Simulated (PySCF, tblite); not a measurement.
# C₃H₁₀N₂Si: a rotation path, then NMR shifts on frames, part 2 of 2

tblite 0.8.0 and PySCF 2.14.0. Atoms count from 0. The steps go on from the part before.

## Step 5: Nuclear shieldings: image 5, PBE0/pcSseg-1

What the job is given:

```
{"job": {"kind": "nmr", "xc": "PBE0", "basis": "pcSseg-1", "pop": false}, "charge": 0, "multiplicity": 1}
C      2.497400    -1.284500    -0.579200
N      1.349400    -0.806500    -0.510700
Si     0.483900     0.099700     0.684900
C      0.198400     1.795200    -0.110800
N     -0.983100    -0.752100     0.987900
C     -2.300500    -0.326400     0.578600
H      2.785700    -1.853600    -1.460000
H      3.267900    -1.177400     0.189900
H      1.139100     0.254800     1.995400
H     -0.486700     2.390700     0.483100
H      1.130100     2.347300    -0.187500
H     -0.214500     1.699900    -1.109700
H     -0.919800    -1.758500     1.019100
H     -2.363100     0.755600     0.658900
H     -2.539300    -0.609700    -0.453300
H     -3.052500    -0.765400     1.238300
```

Method: GIAO PBE0/pcSseg-1 NMR shielding, non-relativistic, gas phase.

The log of the run:

```text
coarse grid: 13208 points
cycle   1  E = -518.8002435016  dE =  5.016e-01  |g| = 5.794e-01  |ddm| = 3.457e+00
cycle   2  E = -518.7055000585  dE =  9.474e-02  |g| = 8.702e-01  |ddm| = 1.277e+00
cycle   3  E = -518.8757340158  dE = -1.702e-01  |g| = 1.368e-01  |ddm| = 8.413e-01
cycle   4  E = -518.8796234138  dE = -3.889e-03  |g| = 4.105e-02  |ddm| = 1.112e-01
cycle   5  E = -518.8799630409  dE = -3.396e-04  |g| = 1.202e-02  |ddm| = 3.749e-02
cycle   6  E = -518.8799918151  dE = -2.877e-05  |g| = 3.383e-03  |ddm| = 1.204e-02
cycle   7  E = -518.8799943780  dE = -2.563e-06  |g| = 4.398e-04  |ddm| = 3.243e-03
final grid: 121256 points
cycle   8  E = -518.9103819847  dE = -2.659e-05  |g| = 8.256e-03  |ddm| = 2.059e-02
cycle   9  E = -518.9103758074  dE =  6.177e-06  |g| = 9.817e-03  |ddm| = 1.545e-02
cycle  10  E = -518.9103983681  dE = -2.256e-05  |g| = 1.316e-03  |ddm| = 8.549e-03
cycle  11  E = -518.9103987248  dE = -3.567e-07  |g| = 3.405e-04  |ddm| = 1.005e-03
cycle  12  E = -518.9103987479  dE = -2.306e-08  |g| = 1.013e-04  |ddm| = 3.066e-04
cycle  13  E = -518.9103987499  dE = -2.020e-09  |g| = 3.325e-05  |ddm| = 1.095e-04
cycle  14  E = -518.9103987501  dE = -2.267e-10  |g| = 5.822e-06  |ddm| = 3.455e-05
converged SCF energy = -518.9103987501

GIAO shielding tensors (ppm)
atom      isotropic    diamagn.    paramagn.     s11        s22        s33       span
  0 C       18.193     251.286    -233.093    -75.750      0.652    129.676    205.425
  1 N     -173.456     333.702    -507.159   -574.284   -201.841    255.757    830.041
  2 Si     368.987     882.652    -513.665    338.923    375.213    392.824     53.900
  3 C      190.302     256.076     -65.774    186.862    191.589    192.455      5.594
  4 N      243.999     324.470     -80.471    212.520    236.151    283.327     70.808
  5 C      154.762     243.030     -88.268    132.627    146.520    185.139     52.512
  6 H       23.145      29.001      -5.856     21.705     23.014     24.716      3.010
  7 H       22.997      29.155      -6.157     20.897     22.009     26.087      5.190
  8 H       26.415      30.500      -4.085     22.611     24.750     31.884      9.273
  9 H       31.531      31.536      -0.004     27.004     29.490     38.101     11.097
 10 H       31.706      30.841       0.865     27.732     28.382     39.002     11.270
 11 H       31.227      33.015      -1.789     27.058     28.796     37.825     10.767
 12 H       32.022      33.883      -1.862     22.700     30.648     42.717     20.017
 13 H       29.023      30.158      -1.135     24.578     28.841     33.651      9.073
 14 H       28.584      29.682      -1.098     23.482     26.483     35.788     12.306
 15 H       28.753      27.435       1.318     23.676     26.693     35.890     12.214
```

It took 40 s on 1 thread of Intel Xeon at 2.50GHz, shared host; peak memory 0.76 GiB.

In short: δ C0 168.7, C5 32.2, C3 -3.4, N1 441.2, H7 8.72, H6 8.57 ppm.

## Step 6: Nuclear shieldings: image 6, PBE0/pcSseg-1

What the job is given:

```
{"job": {"kind": "nmr", "xc": "PBE0", "basis": "pcSseg-1", "pop": false}, "charge": 0, "multiplicity": 1}
C      2.438700    -1.291600    -0.627800
N      1.308200    -0.779900    -0.518600
Si     0.492500     0.121700     0.715500
C      0.206000     1.828500    -0.053300
N     -0.986000    -0.687200     1.079700
C     -2.270900    -0.372900     0.500000
H      2.682200    -1.861500    -1.521600
H      3.236200    -1.212700     0.116900
H      1.182100     0.235700     2.010800
H     -0.452000     2.428400     0.566100
H      1.144500     2.365500    -0.151200
H     -0.234800     1.750600    -1.041800
H     -0.912400    -1.674000     1.278500
H     -2.356700     0.706000     0.400700
H     -2.417500    -0.823200    -0.488900
H     -3.067600    -0.724400     1.159700
```

Method: GIAO PBE0/pcSseg-1 NMR shielding, non-relativistic, gas phase.

The log of the run:

```text
coarse grid: 13208 points
cycle   1  E = -518.8017312152  dE =  4.987e-01  |g| = 5.785e-01  |ddm| = 3.455e+00
cycle   2  E = -518.7065181001  dE =  9.521e-02  |g| = 8.709e-01  |ddm| = 1.270e+00
cycle   3  E = -518.8770866012  dE = -1.706e-01  |g| = 1.364e-01  |ddm| = 8.389e-01
cycle   4  E = -518.8809570232  dE = -3.870e-03  |g| = 4.115e-02  |ddm| = 1.115e-01
cycle   5  E = -518.8812974132  dE = -3.404e-04  |g| = 1.232e-02  |ddm| = 3.737e-02
cycle   6  E = -518.8813277762  dE = -3.036e-05  |g| = 3.465e-03  |ddm| = 1.215e-02
cycle   7  E = -518.8813304673  dE = -2.691e-06  |g| = 4.442e-04  |ddm| = 3.314e-03
final grid: 121256 points
cycle   8  E = -518.9117126221  dE = -2.572e-05  |g| = 8.407e-03  |ddm| = 2.085e-02
cycle   9  E = -518.9117054114  dE =  7.211e-06  |g| = 1.019e-02  |ddm| = 1.581e-02
cycle  10  E = -518.9117294227  dE = -2.401e-05  |g| = 1.475e-03  |ddm| = 8.878e-03
cycle  11  E = -518.9117298807  dE = -4.580e-07  |g| = 3.323e-04  |ddm| = 1.089e-03
cycle  12  E = -518.9117299023  dE = -2.162e-08  |g| = 1.065e-04  |ddm| = 3.145e-04
cycle  13  E = -518.9117299046  dE = -2.252e-09  |g| = 3.280e-05  |ddm| = 1.113e-04
cycle  14  E = -518.9117299048  dE = -2.217e-10  |g| = 5.793e-06  |ddm| = 3.300e-05
converged SCF energy = -518.9117299048

GIAO shielding tensors (ppm)
atom      isotropic    diamagn.    paramagn.     s11        s22        s33       span
  0 C       19.374     251.345    -231.972    -73.382      1.748    129.756    203.138
  1 N     -174.808     334.063    -508.871   -576.515   -203.979    256.071    832.585
  2 Si     370.262     882.664    -512.401    339.441    380.336    391.009     51.567
  3 C      190.947     255.832     -64.885    186.013    190.827    196.001      9.987
  4 N      238.373     323.981     -85.609    215.599    226.345    273.174     57.575
  5 C      154.641     243.551     -88.910    132.660    146.162    185.102     52.442
  6 H       23.190      29.117      -5.926     21.726     23.090     24.756      3.030
  7 H       23.041      29.176      -6.135     20.965     22.059     26.099      5.135
  8 H       26.520      30.487      -3.966     22.865     24.715     31.980      9.114
  9 H       31.595      31.267       0.328     27.067     29.291     38.427     11.361
 10 H       31.674      30.739       0.935     27.657     28.361     39.004     11.347
 11 H       31.177      33.008      -1.831     26.991     28.930     37.609     10.617
 12 H       31.853      33.535      -1.682     22.715     30.475     42.369     19.654
 13 H       28.983      30.378      -1.395     24.434     29.089     33.428      8.994
 14 H       28.586      29.800      -1.214     23.419     26.505     35.833     12.414
 15 H       28.759      27.563       1.196     23.734     26.683     35.860     12.126
```

Wall time 46 s (1 thread of Intel Xeon at 2.50GHz, shared host); peak memory 0.76 GiB.

This run: δ C0 167.6, C5 32.3, C3 -4.0, N1 442.5, H7 8.68, H6 8.53 ppm.

## Step 7: Nuclear shieldings: image 8, PBE0/pcSseg-1

What the job is given:

```
{"job": {"kind": "nmr", "xc": "PBE0", "basis": "pcSseg-1", "pop": false}, "charge": 0, "multiplicity": 1}
C      2.333200    -1.321300    -0.708700
N      1.260400    -0.703800    -0.563700
Si     0.517500     0.165400     0.740200
C      0.208700     1.894300     0.033900
N     -0.981000    -0.569600     1.171600
C     -2.199500    -0.462000     0.404400
H      2.538000    -1.825500    -1.651300
H      3.119100    -1.398100     0.050100
H      1.253200     0.201800     2.011900
H     -0.522700     2.425200     0.633600
H      1.120700     2.482400     0.028700
H     -0.156900     1.848200    -0.986900
H     -0.924900    -1.461900     1.639800
H     -2.251400     0.532200    -0.031000
H     -2.258500    -1.196600    -0.406400
H     -3.063600    -0.601800     1.058700
```

Level: GIAO PBE0/pcSseg-1 NMR shielding, non-relativistic, gas phase.

The log of the run:

```text
coarse grid: 13208 points
cycle   1  E = -518.8039837122  dE =  4.961e-01  |g| = 5.781e-01  |ddm| = 3.456e+00
cycle   2  E = -518.7069975292  dE =  9.699e-02  |g| = 8.749e-01  |ddm| = 1.272e+00
cycle   3  E = -518.8794198661  dE = -1.724e-01  |g| = 1.364e-01  |ddm| = 8.442e-01
cycle   4  E = -518.8833067540  dE = -3.887e-03  |g| = 4.103e-02  |ddm| = 1.125e-01
cycle   5  E = -518.8836437324  dE = -3.370e-04  |g| = 1.276e-02  |ddm| = 3.745e-02
cycle   6  E = -518.8836764012  dE = -3.267e-05  |g| = 3.568e-03  |ddm| = 1.237e-02
cycle   7  E = -518.8836792392  dE = -2.838e-06  |g| = 4.553e-04  |ddm| = 3.360e-03
final grid: 121256 points
cycle   8  E = -518.9142326918  dE = -2.748e-05  |g| = 8.225e-03  |ddm| = 2.039e-02
cycle   9  E = -518.9142257150  dE =  6.977e-06  |g| = 9.984e-03  |ddm| = 1.543e-02
cycle  10  E = -518.9142487795  dE = -2.306e-05  |g| = 1.524e-03  |ddm| = 8.666e-03
cycle  11  E = -518.9142492694  dE = -4.899e-07  |g| = 3.488e-04  |ddm| = 1.154e-03
cycle  12  E = -518.9142492935  dE = -2.408e-08  |g| = 1.059e-04  |ddm| = 3.231e-04
cycle  13  E = -518.9142492956  dE = -2.178e-09  |g| = 3.540e-05  |ddm| = 1.103e-04
cycle  14  E = -518.9142492959  dE = -2.603e-10  |g| = 5.931e-06  |ddm| = 3.399e-05
converged SCF energy = -518.9142492959

GIAO shielding tensors (ppm)
atom      isotropic    diamagn.    paramagn.     s11        s22        s33       span
  0 C       20.189     251.458    -231.269    -71.143      2.646    129.065    200.208
  1 N     -175.019     334.372    -509.391   -579.284   -205.743    259.971    839.256
  2 Si     372.796     882.639    -509.843    339.180    385.619    393.590     54.411
  3 C      190.895     255.614     -64.719    181.208    190.808    200.669     19.461
  4 N      231.987     323.497     -91.510    216.335    220.250    259.375     43.040
  5 C      155.239     244.129     -88.891    132.505    148.015    185.196     52.691
  6 H       23.222      29.208      -5.986     21.747     23.185     24.734      2.987
  7 H       23.071      29.186      -6.116     21.021     22.132     26.059      5.037
  8 H       26.704      30.547      -3.842     23.261     24.734     32.118      8.857
  9 H       31.650      31.187       0.463     27.092     29.398     38.460     11.369
 10 H       31.602      30.440       1.162     27.628     28.275     38.904     11.276
 11 H       31.064      32.838      -1.774     26.846     28.920     37.426     10.579
 12 H       31.496      33.106      -1.610     22.579     30.045     41.865     19.286
 13 H       28.902      30.871      -1.969     24.183     29.396     33.125      8.942
 14 H       28.689      29.814      -1.125     23.333     26.702     36.033     12.700
 15 H       28.818      27.763       1.054     23.811     26.690     35.952     12.142
```

Run time: 35 s. Hardware: 1 thread of Intel Xeon at 2.50GHz, shared host; peak memory 0.76 GiB.

This run: δ C0 166.7, C5 31.7, C3 -4.0, N1 442.7, H7 8.65, H6 8.49 ppm.

## Step 8: Side by side: NMR shifts

Shifts (ppm) of some atoms, chosen among heavy atoms and hydrogens apart, with basis size and wall time:

```
  frame     C0    C3   H11    H12     N1    N4    Si2  functions  time
image 0  170.4   0.8  0.22   0.18  429.5  19.0  -17.5        159  44 s
image 2  171.8  -0.1  0.35  -0.14  433.2  13.8  -19.0        159  36 s
image 5  168.7  -3.4  0.49  -0.30  441.2  23.7  -19.8        159  40 s
image 6  167.6  -4.0  0.54  -0.14  442.5  29.4  -21.1        159  46 s
image 8  166.7  -4.0  0.65   0.22  442.7  35.7  -23.6        159  35 s
```

## Step 9: Summary of results

What follows sums up all 2 parts.

```
                                        quantity                                                            value
                                         barrier                               0.046 eV (1.1 kcal/mol) at image 5
                           end to end (GFN2-xTB)                                                         0.031 eV
 ¹³C shifts against TMS (PBE0/pcSseg-1, image 0)                                             170.4, 29.4, 0.8 ppm
  ¹H shifts against TMS (PBE0/pcSseg-1, image 0)  8.76, 8.54, 5.25, 2.92, 2.91, 2.55, 0.24, 0.22, 0.18, -0.21 ppm
 ¹⁵N shifts against NH3 (PBE0/pcSseg-1, image 0)                                                  429.5, 19.0 ppm
²⁹Si shifts against TMS (PBE0/pcSseg-1, image 0)                                                        -17.5 ppm
                        range of the shift of N4                                                 13.8 to 35.7 ppm
```

**Reading.** Along the band the dihedral turns by 94°, and the top (dihedral 6°) lies 1.1 kcal/mol above the start (GFN2-xTB, rough), so at room temperature this motion is fast. Ends this close can change order at a higher level. The top was not checked by a frequency run. Shifts at one fixed geometry are not the observed spectrum, which averages over the motion. In the first frame run (image 0): The largest span, 831 ppm, is at N1, where the paramagnetic term is -495 ppm. Across the 5 runs the shift of N4 moves most, between 13.8 (image 2) and 35.7 ppm (image 8).
